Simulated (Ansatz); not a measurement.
# GaCNCl2 (SMILES N#[C][Ga]([Cl])[Cl]): revPBE/cc-pVDZ

Aim: the energy change on altering one bond length of GaCNCl2 at revPBE/cc-pVDZ, from 2 runs. 

Program for the calculation: Ansatz 0.2.0.

74 further runs of the same task are left out: 1 that didn't finish, 73 set aside as unsound or not needed. Runs told in other sessions of the task aren't counted.

## 1. The molecule

The species is GaCNCl2 (5 atoms), meant as a singlet with charge 0. SMILES: `N#[C][Ga]([Cl])[Cl]`. Geometry: relaxed at PBE0-D4/def2-TZVP.

Bond lengths: N1–C2 1.152 Å, C2–Ga3 1.918 Å, Ga3–Cl4 2.106 Å, Ga3–Cl5 2.106 Å. Angles: N1–C2–Ga3 180.0°, C2–Ga3–Cl4 119.8°, C2–Ga3–Cl5 119.8°, Cl4–Ga3–Cl5 120.5°.

## 2. A single-point energy at revPBE/cc-pVDZ

job.yaml reads:

```yaml
crystal:
  periodic: [false, false, false]
  atoms:
    - {symbol: N, position_ang: [0.909600, -1.318100, 1.914000]}
    - {symbol: C, position_ang: [0.493500, -0.715000, 1.025200]}
    - {symbol: Ga, position_ang: [-0.199400, 0.288700, -0.455700]}
    - {symbol: Cl, position_ang: [-1.735500, -0.526200, -1.643200]}
    - {symbol: Cl, position_ang: [0.581700, 2.197000, -0.881800]}
basis:
  gaussian: {orbitals: cc-pVDZ}
magnetization: {spin_polarized: false, initial_magnetization: 0}
hamiltonian: {xc: {name: revPBE}}
accuracy: high
output: {orbitals: {seedname: orbitals}}
```

On the command line:

```console
$ ansatz run job.yaml --threads 1 --pin off --max-ram 3480MiB --events-out events.jsonl --progress --plain --runs-dir runs
```

The program printed:

```text
Warning: RAYON_NUM_THREADS=1 ignored (pool sized by the plan → 1); use --threads N
Functional definition: revPBE
  name "revPBE"
  parameter kappa = 1.245
  parameter beta = 0.06672455060314922
  exchange = pbe_x(kappa = kappa, mu = beta*pi^2/3)
  correlation = pbe_c(beta = beta)
1994 factors; integrals over basis functions are off by at most 4.4e-9 eV
mean field evaluation 1: about -79937.7193 eV, gradient 4.5e1 eV
mean field evaluation 2: about -79887.4563 eV, gradient 1.4e2 eV
mean field evaluation 4: about -79941.9714 eV, gradient 2.3e1 eV
mean field evaluation 8: about -79943.0210 eV, gradient 5.1e-2 eV
mean field evaluation 16: about -79943.0206 eV, gradient 1.2e-5 eV
mean field -79943.02056708 eV, -2937.8518185146 hartree, gradient 2.7e-8 eV, S^2 0.000000; 0 other end points of the search recorded, 0 dependent functions left out
reference -79943.02057112 eV, -2937.8518186632 hartree; 39, 39 occupied and 52, 52 virtual orbitals, 1994 factors
Total energy: -79943.02057112 eV, -2937.8518186632 hartree
```

Wall time 7.8 s (1 thread of Intel Xeon Platinum 8375C at 2.90GHz (Ice Lake), shared host); peak memory 0.26 GiB.

## 3. The distorted shape, same level

job.yaml reads:

```yaml
crystal:
  periodic: [false, false, false]
  atoms:
    - symbol: N
      position_ang: [1.117458, -1.619193, 2.358245]
    - symbol: C
      position_ang: [0.701358, -1.016093, 1.469445]
    - symbol: Ga
      position_ang: [-0.199400, 0.288700, -0.455700]
    - symbol: Cl
      position_ang: [-1.735500, -0.526200, -1.643200]
    - symbol: Cl
      position_ang: [0.581700, 2.197000, -0.881800]
basis:
  gaussian:
    orbitals: cc-pVDZ
hamiltonian:
  xc: {name: revPBE}
accuracy: high
output:
  orbitals: {seedname: orbitals}
```

On the command line:

```console
$ ansatz run job.yaml --threads 1 --pin off --max-ram 3480MiB --events-out events.jsonl --progress --plain --runs-dir runs
```

The program printed, shortened:

```text
Warning: RAYON_NUM_THREADS=1 ignored (pool sized by the plan → 1); use --threads N
[... 6 set-up lines as earlier in the session ...]
1965 factors; integrals over basis functions are off by at most 4.4e-9 eV
mean field evaluation 1: about -79934.5427 eV, gradient 5.1e1 eV
mean field evaluation 2: about -79775.4645 eV, gradient 1.7e2 eV
mean field evaluation 4: about -79940.4325 eV, gradient 2.4e1 eV
mean field evaluation 8: about -79941.8884 eV, gradient 9.4e-2 eV
mean field evaluation 16: about -79941.8879 eV, gradient 1.3e-5 eV
mean field -79941.88786464 eV, -2937.8101924678 hartree, gradient 2.5e-8 eV, S^2 0.000000; 0 other end points of the search recorded, 0 dependent functions left out
reference -79941.88786872 eV, -2937.8101926176 hartree; 39, 39 occupied and 52, 52 virtual orbitals, 1965 factors
Total energy: -79941.88786872 eV, -2937.8101926176 hartree
```

Run time: 7.2 s. Hardware: 1 thread of Intel Xeon Platinum 8375C at 2.90GHz (Ice Lake), shared host; peak memory 0.26 GiB.

## 4. What came out

At revPBE/cc-pVDZ:

| quantity | value |
| --- | --- |
| first shape: total energy | -2937.85182 Eh |
| first shape: HOMO energy | -8.23 eV |
| first shape: LUMO energy | -3.16 eV |
| first shape: HOMO–LUMO gap | 5.07 eV |
| distorted shape: total energy | -2937.81019 Eh |
| distorted shape: HOMO energy | -7.83 eV |
| distorted shape: LUMO energy | -4.19 eV |
| distorted shape: HOMO–LUMO gap | 3.64 eV |
| energy change with the C2–Ga3 bond stretched from 1.918 to 2.494 Å | 1.133 eV |

With the C2–Ga3 bond stretched from 1.918 to 2.494 Å the energy rises by 1.13 eV (26 kcal/mol). The first shape isn't relaxed at this level, so the change isn't measured from a minimum.
